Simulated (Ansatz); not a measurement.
# B₂BrFH₄Si: one species, many methods

The task here is to estimate one member of a computed series from the others.

Program: Ansatz 0.2.0, Gaussian basis. Level of theory: functionals in def2-TZVPP, the program's frozen cores in correlated methods. These are calculated values, not measurements.

Plan: LDA (SPW92), PBE-D4, revPBE-D4, BLYP-D4, r2SCAN-D4, B97M-V, PBE0-D4, B3LYP-D4, r2SCANh-D4, r2SCAN0-D4, HSE06-D4, BHLYP-D4, CAM-B3LYP-D4, LC-ωPBE, ωB97X-V, ωB97M-V, B2PLYP, PBE-QIDH; CCSD(T)/def2-SVP; CCSD(T)/def2-TZVPP; MP2/def2-QZVPP; extrapolation to the limit; RPA on PBE.

### The geometry

All runs share one geometry, relaxed beforehand with PBE0-D4 in a triple-zeta def2 set.

SMILES `FBB([SiH3])Br`, 9 atoms, charge 0, spin multiplicity 1.

Atoms are counted from 1 here; the program's logs count them from 0.

Bond lengths: F1–B2 1.326 Å, B2–B3 1.684 Å, B2–H6 1.205 Å, B3–Si4 2.016 Å, B3–Br5 1.913 Å, Si4–H7 1.489 Å, Si4–H8 1.486 Å, Si4–H9 1.492 Å. Angles: F1–B2–B3 121.0°, F1–B2–H6 116.4°, B3–B2–H6 122.6°, B2–B3–Si4 127.3°, B2–B3–Br5 114.3°, Si4–B3–Br5 118.3°, B3–Si4–H7 111.1°, B3–Si4–H8 112.3°, B3–Si4–H9 107.0°, H7–Si4–H8 109.6°, H7–Si4–H9 107.8°, H8–Si4–H9 109.0°.

Set-up of the first run:

Contents of in.yaml:

```yaml
crystal:
  periodic: [false, false, false]
  atoms:
    - {symbol: F, position_ang: [2.552143, -0.877114, -0.504109]}
    - {symbol: B, position_ang: [1.830571, 0.127747, -0.027448]}
    - {symbol: B, position_ang: [0.232395, 0.352215, -0.509279]}
    - {symbol: Si, position_ang: [-1.423698, -0.385708, 0.372552]}
    - {symbol: Br, position_ang: [0.017263, 1.541610, -1.991920]}
    - {symbol: H, position_ang: [2.382043, 0.860014, 0.754468]}
    - {symbol: H, position_ang: [-1.212514, -1.790785, 0.816768]}
    - {symbol: H, position_ang: [-2.613447, -0.317355, -0.515048]}
    - {symbol: H, position_ang: [-1.676256, 0.443075, 1.586814]}
basis:
  gaussian: {orbitals: def2-TZVPP}
hamiltonian: {xc: lda}
output: {orbitals: {seedname: orbitals}}
```

Steps of the session up to this table: LDA; PBE-D4 (GGA); revPBE-D4 (GGA); BLYP-D4 (GGA); r2SCAN-D4 (meta-GGA); B97M-V (meta-GGA); PBE0-D4 (hybrid); B3LYP-D4 (hybrid); r2SCANh-D4 (hybrid); r2SCAN0-D4 (hybrid); HSE06-D4 (hybrid); BHLYP-D4 (hybrid); CAM-B3LYP-D4 (range-separated); LC-ωPBE (range-separated); ωB97X-V (range-separated); ωB97M-V (range-separated); B2PLYP (double hybrid); PBE-QIDH (double hybrid).

One table of the session follows, with a row left open; its other results are not shown here.

It belongs to the step «Frontier levels by functional». 

```
  functional  HOMO (eV)  LUMO (eV)  gap (eV)
 LDA (SPW92)      -6.38      -3.72      2.66
      PBE-D4      -6.26      -3.49      2.77
   revPBE-D4      -6.21      -3.40      2.82
     BLYP-D4      -6.16      -3.28      2.88
   r2SCAN-D4      -6.52      -3.28      3.24
      B97M-V      -6.64      -3.32      3.32
     PBE0-D4      -7.51      -2.61      4.90
    B3LYP-D4      -7.32      -2.75      4.57
  r2SCANh-D4      -6.98      -2.97      4.01
  r2SCAN0-D4      -7.68      -2.50      5.18
    HSE06-D4      -7.12      -3.00      4.12
    BHLYP-D4      -8.67      -1.54      7.13
CAM-B3LYP-D4      -8.86      -1.45      7.41
     LC-ωPBE     -10.16      -0.37      9.79
     ωB97X-V      -9.83      -0.43      9.39
     ωB97M-V          ?          ?         ?
```

**Question.** Estimate the row for ωB97M-V.

The run gave: HOMO (eV): -9.65; LUMO (eV): -0.62; gap (eV): 9.03. In the column «HOMO (eV)» it lies between ωB97X-V (-9.83) and CAM-B3LYP-D4 (-8.86).
